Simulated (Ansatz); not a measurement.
# CH4F2Si: small, medium and large basis sets

An exercise on one series of results from a longer session: the logs are not shown, and one member is left open.

Method: one geometry, several basis sets; program: Ansatz 0.2.0, Gaussian basis.

Levels to be run: PBE0-D4/def2-SVP; ωB97M-V/def2-SVP; PBE0-D4/def2-QZVPP; ωB97M-V/def2-QZVPP; the functionals' def2-TZVPP values are taken from earlier runs.

### The relaxed structure

The geometry comes from an earlier relaxation with PBE0-D4 in a triple-zeta def2 set; it is a stationary point, not always the lowest conformer.

SMILES `FC[SiH2]F`, 8 atoms, charge 0, spin multiplicity 1.

Atoms are counted from 1 here; the program's logs count them from 0.

Bond lengths: F1–C2 1.389 Å, C2–Si3 1.882 Å, C2–H5 1.096 Å, C2–H6 1.097 Å, Si3–F4 1.598 Å, Si3–H7 1.485 Å, Si3–H8 1.481 Å. Angles: F1–C2–Si3 111.3°, F1–C2–H5 108.4°, F1–C2–H6 108.4°, Si3–C2–H5 111.2°, Si3–C2–H6 109.9°, H5–C2–H6 107.4°, C2–Si3–F4 109.8°, C2–Si3–H7 108.3°, C2–Si3–H8 110.8°, F4–Si3–H7 108.2°, F4–Si3–H8 108.1°, H7–Si3–H8 111.6°.

The first run:

Contents of in.yaml:

```yaml
crystal:
  periodic: [false, false, false]
  atoms:
    - {symbol: F, position_ang: [-0.722585, 1.651526, -0.700917]}
    - {symbol: C, position_ang: [-0.227564, 0.871987, 0.336253]}
    - {symbol: Si, position_ang: [0.286248, -0.832236, -0.273438]}
    - {symbol: F, position_ang: [-1.008860, -1.674584, -0.683441]}
    - {symbol: H, position_ang: [-0.998126, 0.800210, 1.112206]}
    - {symbol: H, position_ang: [0.635336, 1.387643, 0.776193]}
    - {symbol: H, position_ang: [0.966978, -1.539066, 0.840635]}
    - {symbol: H, position_ang: [1.160671, -0.722581, -1.463290]}
basis:
  gaussian: {orbitals: def2-SVP}
hamiltonian: {xc: pbe0, dispersion: d4}
output: {orbitals: {seedname: orbitals}}
```

Launch:

```console
> ansatz run in.yaml --threads 2 --pin off --events-out ev --progress --plain --max-ram 4352MiB
```

Among the steps run: PBE0-D4 in def2-SVP; ωB97M-V in def2-SVP; PBE0-D4 in def2-QZVPP; ωB97M-V in def2-QZVPP.

One of the session's tables, all rows but one given; the rest of the session is left out.

| functional | basis | HOMO (eV) | LUMO (eV) |
| --- | --- | --- | --- |
| PBE0-D4 | def2-SVP | ? | ? |
| PBE0-D4 | def2-TZVPP | -8.86 | 0.09 |
| PBE0-D4 | def2-QZVPP | -8.90 | -0.09 |
| ωB97M-V | def2-SVP | -11.00 | 2.62 |
| ωB97M-V | def2-TZVPP | -11.17 | 1.82 |
| ωB97M-V | def2-QZVPP | -11.21 | 1.39 |

Q: Estimate the row for PBE0-D4, def2-SVP from the others.

As computed: HOMO (eV): -8.71; LUMO (eV): 0.64. In the column «HOMO (eV)» it is the highest.
